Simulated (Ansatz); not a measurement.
# TaC2: the cost of one run

Computed with Ansatz 0.2.0 (DFT PBE, scalar-relativistic, plane waves, PAW, unless a step's input says otherwise).

### 1 The system as given

The structure is tetragonal, space group P4/mmm (No. 123). Conventional cell: a = 4.239 Å, b = 4.239 Å, c = 2.746 Å, α = 90.00°, β = 90.00°, γ = 90.00°. Ta (site symmetry 4/mmm) is surrounded by 4 C at 2.12 Å. C (site symmetry mmm) has 2 Ta at 2.12 Å as nearest neighbours.

Structure file:

```
CELL_PARAMETERS angstrom
4.23882 0.00000 0.00000
0.00000 4.23882 0.00000
0.00000 0.00000 2.74570
ATOMIC_POSITIONS crystal
Ta 0.00000 0.00000 0.50000
C 0.00000 0.50000 0.50000
C 0.50000 0.00000 0.50000
```

The cell was relaxed beforehand at this level, from a generated guess; it is a trial structure. At a tolerance of 0.05 Å it has space group P4/mmm (No. 123); it has 16.44 Å³/atom, an uncorrected energy of +2.29 eV/atom over the elements.

### 2 Static run: bands, density of states and charges

input.yaml

```yaml
crystal:
  lattice:
    - [4.238819313, 0.0, 0.0]
    - [0.0, 4.238819313, 0.0]
    - [0.0, 0.0, 2.7457012372]
  atoms:
    - { symbol: Ta, position: [0.0, 0.0, 0.5] }
    - { symbol: C, position: [0.0, 0.5, 0.5] }
    - { symbol: C, position: [0.5, 0.0, 0.5] }
basis:
  ecutwfc: 420
kpoints:
  mp_grid: { grid: [12, 12, 16] }
  band_path:
    path:
      - [[0.0, 0.0, 0.0], [0.0, 0.5, 0.0], [0.5, 0.5, 0.0], [0.0, 0.0, 0.0], [0.0, 0.0, 0.5], [0.0, 0.5, 0.5], [0.5, 0.5, 0.5], [0.0, 0.0, 0.5]]
      - [[0.0, 0.5, 0.0], [0.0, 0.5, 0.5]]
      - [[0.5, 0.5, 0.0], [0.5, 0.5, 0.5]]
    npoints: 14
hamiltonian:
  xc: pbe
scf:
  occupations: { method: gaussian, width: 0.1 }
  n_extra_bands: 7
output:
  forces: true
  stress: true
  eigenvalues: true
  populations: true
  dos: { projected: true, de: 0.02, nscf_kmesh: { grid: [15, 15, 20] } }
  bader: true
  write_density: true
  write_potential: true
  elf: true
  volumetric_format: npy
```

Started as:

```bash
> ansatz run input.yaml --threads 1 --pin off --max-ram 2560MiB --backend cpu --events-out ev --progress --plain --runs-dir out
```

What time and memory should one allow on 1 thread of Intel Xeon Platinum 8488C (Sapphire Rapids), shared host?

About 48 s, with a peak of 0.56 GiB.
